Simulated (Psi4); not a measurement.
# PBE/aug-cc-pVDZ run of GeH3O2F (SMILES [OH][GeH]([OH])[F])

What is the energy change on altering one bond length of GeH3O2F at PBE/aug-cc-pVDZ? 

Program for the calculation: Psi4 1.11.

**1. Starting point**

GeH3O2F has 7 atoms, charge 0, and is taken as a singlet. As SMILES, `[OH][GeH]([OH])[F]`. The shape is that of a PBE0-D4/def2-TZVP optimisation. This is one conformer, not always the lowest.

Bond lengths: O1–Ge2 1.758 Å, Ge2–O3 1.748 Å, Ge2–F4 1.736 Å, O1–H5 0.961 Å, Ge2–H6 1.522 Å, O3–H7 0.961 Å. Angles: O1–Ge2–O3 108.4°, O1–Ge2–F4 104.7°, O3–Ge2–F4 110.1°, O1–Ge2–H6 116.0°, O3–Ge2–H6 108.9°, F4–Ge2–H6 108.5°, Ge2–O1–H5 112.4°, Ge2–O3–H7 112.8°.

**2. A single-point energy at PBE/aug-cc-pVDZ**

calc.inp reads:

```
memory 1600 MB

molecule m {
  0 1
  O     -0.352900     1.140300    -0.859300
  Ge    -0.107500    -0.026800     0.432400
  O      1.518200    -0.656000     0.307600
  F     -1.260300    -1.284500     0.113200
  H     -1.209200     1.041800    -1.283900
  H     -0.331400     0.485800     1.847500
  H      1.804400    -0.768700    -0.603100
  symmetry c1
}

set {
  basis aug-cc-pVDZ
  puream true
  scf_type pk
  dft_radial_points 99
  dft_spherical_points 590
}

e_tot = energy('pbe')
```

Command:

```console
$ psi4 calc.inp calc.out -n 1
```

calc.out:

```text
[...]
  Running in c1 symmetry.
[...]
  Nuclear repulsion =  327.327915065786726
[...]
  Multiplicity = 1
[...]
  Nalpha       = 30
  Nbeta        = 30
[...]
    Number of basis functions: 132
[...]
   @RKS iter   1: -2327.81284301346932   -2.67228e+00   1.10111e-02 DIIS/ADIIS
[...]
   @RKS iter  10: -2328.62519596426000   -3.00683e-08   2.62098e-07 DIIS
[...]
    Orbital Energies [Eh]
    ---------------------
    Doubly Occupied:
       1A   -397.152316     2A    -49.257000     3A    -43.872065
       4A    -43.871405     5A    -43.870929     6A    -24.266338
       7A    -18.795122     8A    -18.794741     9A     -6.052463
      10A     -4.269069    11A     -4.267365    12A     -4.264729
      13A     -1.183535    14A     -1.176055    15A     -1.169340
      16A     -1.167232    17A     -1.167004    18A     -1.054634
      19A     -0.935262    20A     -0.916134    21A     -0.547206
      22A     -0.467814    23A     -0.437832    24A     -0.390253
      25A     -0.365697    26A     -0.348959    27A     -0.330604
      28A     -0.316031    29A     -0.293904    30A     -0.285348
[...]
  @RKS Final Energy: -2328.62519596426000
   => Energetics <=
    Nuclear Repulsion Energy =            327.3279150657867262
    One-Electron Energy =               -3893.9538739250574508
    Two-Electron Energy =                1345.2550806073782041
    DFT Exchange-Correlation Energy =    -107.2543177123676799
    Empirical Dispersion Energy =           0.0000000000000000
    VV10 Nonlocal Energy =                  0.0000000000000000
    Total Energy =                      -2328.6251959642600013
[...]
 Multipole Moments:
 ------------------------------------------------------------------------------------
     Multipole            Electronic (a.u.)      Nuclear  (a.u.)        Total (a.u.)
 ------------------------------------------------------------------------------------
 L = 1.  Multiply by 2.5417464519 to convert [e a0] to [Debye]
 Dipole X            :         -1.8171884            1.6887256           -0.1284629
 Dipole Y            :         -0.7810430            1.1295519            0.3485089
 Dipole Z            :          2.5350227           -2.7204787           -0.1854560
 Magnitude           :                                                    0.4151567
[...]
```

Wall time 60 s (1 thread of Intel Xeon Platinum 8259CL at 2.50GHz (Skylake/Cascade Lake), shared host); peak memory 1.1 GiB.

**3. The distorted shape at the same level**

input.dat reads:

```
memory 1600 MB

molecule {
  0 1
  O     -0.496011     1.196654    -0.403915
  Ge    -0.250611     0.029554     0.887785
  O      1.375089    -0.599646     0.762985
  F     -1.403411    -1.228146     0.568585
  H     -1.352311     1.098154    -0.828515
  H     -0.474511     0.542154     2.302885
  H      1.804400    -0.768700    -0.603100
  symmetry c1
}

set {
  basis                aug-cc-pVDZ
  reference            rks
  puream               true
  scf_type             pk
  dft_radial_points    99
  dft_spherical_points 590
}

result, w = energy('pbe', return_wfn=True)
print_variables()
```

Command:

```console
$ psi4 -n 1 input.dat output.dat
```

output.dat:

```text
[...]
  Running in c1 symmetry.
[...]
  Nuclear repulsion =  324.652259790886660
[...]
  Multiplicity = 1
[...]
  Nalpha       = 30
  Nbeta        = 30
[...]
    Number of basis functions: 132
[...]
   @RKS iter   1: -2327.68373452128390   -2.69202e+00   1.10437e-02 ADIIS/DIIS
[...]
   @RKS iter  11: -2328.54767914960121   -1.35315e-08   3.06967e-07 DIIS
[...]
    Orbital Energies [Eh]
    ---------------------
    Doubly Occupied:
       1A   -397.147887     2A    -49.252701     3A    -43.867710
       4A    -43.867087     5A    -43.866676     6A    -24.262631
       7A    -18.812547     8A    -18.791793     9A     -6.048046
      10A     -4.264528    11A     -4.262990    12A     -4.260401
      13A     -1.179113    14A     -1.171369    15A     -1.165075
      16A     -1.162884    17A     -1.162505    18A     -1.050735
      19A     -0.924222    20A     -0.868312    21A     -0.527003
      22A     -0.449692    23A     -0.409800    24A     -0.381555
      25A     -0.361497    26A     -0.341295    27A     -0.323341
      28A     -0.312632    29A     -0.283080    30A     -0.277545
[...]
  @RKS Final Energy: -2328.54767914960121
   => Energetics <=
    Nuclear Repulsion Energy =            324.6522597908866601
    One-Electron Energy =               -3889.0065854893468895
    Two-Electron Energy =                1342.9146773986415155
    DFT Exchange-Correlation Energy =    -107.1080308497823097
    Empirical Dispersion Energy =           0.0000000000000000
    VV10 Nonlocal Energy =                  0.0000000000000000
    Total Energy =                      -2328.5476791496012083
[...]
 Multipole Moments:
 ------------------------------------------------------------------------------------
     Multipole            Electronic (a.u.)      Nuclear  (a.u.)        Total (a.u.)
 ------------------------------------------------------------------------------------
 L = 1.  Multiply by 2.5417464519 to convert [e a0] to [Debye]
 Dipole X            :         -1.8773772            1.8313381           -0.0460391
 Dipole Y            :         -0.7497335            1.0733942            0.3236607
 Dipole Z            :          2.8586649           -3.1742777           -0.3156127
 Magnitude           :                                                    0.4544087
[...]
```

Run time: 63 s. Hardware: 1 thread of Intel Xeon Platinum 8259CL at 2.50GHz (Skylake/Cascade Lake), shared host; peak memory 1.1 GiB.

**4. Outcome**

Level: PBE/aug-cc-pVDZ.

| quantity | value |
| --- | --- |
| first shape: total energy | -2328.62520 Eh |
| first shape: dipole moment | 1.06 D |
| first shape: HOMO energy | -7.76 eV |
| first shape: LUMO energy | -1.37 eV |
| first shape: HOMO–LUMO gap | 6.39 eV |
| distorted shape: total energy | -2328.54768 Eh |
| distorted shape: dipole moment | 1.15 D |
| distorted shape: HOMO energy | -7.55 eV |
| distorted shape: LUMO energy | -3.59 eV |
| distorted shape: HOMO–LUMO gap | 3.97 eV |
| energy change with the O3–H7 bond stretched from 0.961 to 1.442 Å | 2.109 eV |

What this shows: One bond (distorted shape) is far stretched, which a spin-restricted single reference describes badly; a broken-symmetry solution may lie lower. With the O3–H7 bond stretched from 0.961 to 1.442 Å the energy rises by 2.11 eV (204 kJ/mol). The first shape isn't relaxed at this level, so the change isn't measured from a minimum. A restricted reference can't describe the breaking bond well at this length.
